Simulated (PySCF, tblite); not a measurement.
# C₅H₁₀F₂O₂Si: geometry, infrared bands and NMR shifts

Aim: predict the infrared bands and NMR shifts of C₅H₁₀F₂O₂Si (`CO[C@@H]1[C@H]([SiH3])[C@H]1OC(F)F`).

The runs use tblite 0.8.0 and PySCF 2.14.0, with density-fitted response routines of our own; the level of theory stands in each step. All values are computed, except where a source is named. Atoms are numbered from 0 throughout.

## Step 1: The starting structure

20 atoms, charge 0, multiplicity 1; geometry from: force field or distance geometry start.

Bonds of the start (Å): C0–O1 1.44, O1–C2 1.43, C2–C3 1.51, C3–Si4 1.87, C3–C5 1.51, C5–O6 1.44, O6–C7 1.42, C7–F8 1.35, C7–F9 1.36, C5–C2 1.52, C0–H10 1.10, C0–H11 1.09, C0–H12 1.09, C2–H13 1.09, C3–H14 1.08, Si4–H15 1.49, Si4–H16 1.49, Si4–H17 1.48, C5–H18 1.10, C7–H19 1.09.

## Step 2: Optimising the geometry with GFN2-xTB

Job settings and geometry (Å):

```
{"job": {"kind": "relax", "xc": "GFN2-xTB", "basis": "xTB"}, "charge": 0, "multiplicity": 1}
C      2.941800    -0.149600     0.191500
O      1.828000     0.759100     0.151500
C      0.782500     0.302800    -0.704700
C     -0.585200     0.929800    -0.541300
Si    -0.900800     2.258300     0.733000
C     -0.340100    -0.479400    -0.050400
O     -0.890000    -1.531200    -0.864500
C     -2.049600    -2.102300    -0.287500
F     -1.722800    -2.669500     0.898500
F     -2.469000    -3.108800    -1.102100
H      2.606700    -1.131600     0.545900
H      3.375300    -0.236800    -0.801200
H      3.678800     0.249300     0.892000
H      1.049600     0.032600    -1.727900
H     -1.175500     1.059500    -1.431300
H     -0.273800     1.951800     2.046800
H     -0.440400     3.584200     0.230500
H     -2.365300     2.340300     0.958000
H     -0.200600    -0.673700     1.019500
H     -2.855000    -1.374000    -0.159200
```

On the command line:

```bash
$ OMP_NUM_THREADS=1 python probes_run.py task.json out
```

This one command runs all jobs of the session in turn.

**Question.** This job is followed by: GFN2-xTB harmonic vibrations, gas phase; GIAO PBE0/pcSseg-1 NMR shielding, non-relativistic, gas phase. What will the session give for the following? strongest single infrared mode (GFN2-xTB); zero-point energy (GFN2-xTB); 13C shifts against TMS (PBE0/pcSseg-1); 1H shifts against TMS (PBE0/pcSseg-1, means over atoms taken as alike); 17O shifts against H2O (PBE0/pcSseg-1); 29Si shifts against TMS (PBE0/pcSseg-1); 19F shifts against CFCl3 (PBE0/pcSseg-1); surface potential, 1st and 99th percentile.

**Answer**, as computed:

| quantity | value |
| --- | --- |
| strongest single infrared mode (GFN2-xTB) | 799 cm⁻¹, 359 km/mol |
| zero-point energy (GFN2-xTB) | 88.4 kcal/mol |
| 13C shifts against TMS (PBE0/pcSseg-1) | 125.9, 63.8, 61.2, 60.0, 10.6 ppm |
| 1H shifts against TMS (PBE0/pcSseg-1, means over atoms taken as alike) | 6.18, 3.85, 3.64, 3.57, 3.47, 0.59 ppm |
| 17O shifts against H2O (PBE0/pcSseg-1) | 128.5, 34.9 ppm |
| 29Si shifts against TMS (PBE0/pcSseg-1) | -72.0 ppm |
| 19F shifts against CFCl3 (PBE0/pcSseg-1) | -97.7, -101.9 ppm |
| surface potential, 1st and 99th percentile | -1.00 V and 1.23 V |

The optimisation took 104 steps and gained 0.319 eV; among the close pairs (by a distance rule), O6–C7 changed most, from 1.416 to 1.347 Å. All 54 modes are real, so the xTB geometry is a minimum. The strongest single mode, at 799 cm⁻¹, is carried by H17, H15, Si4, H16. Unscaled tight-binding wavenumbers are off by several per cent, some by more. Its intensities can rank the bands wrongly. The most deshielded hydrogen is H19 (hydrogen on an sp3 CH bonded to 2 F and O), at 6.18 ppm: its carbon carries F and O, an electronegative neighbour. At PBE0/pcSseg-1: The widest tensor belongs to F8: span 173 ppm, with a paramagnetic part of -204 ppm.
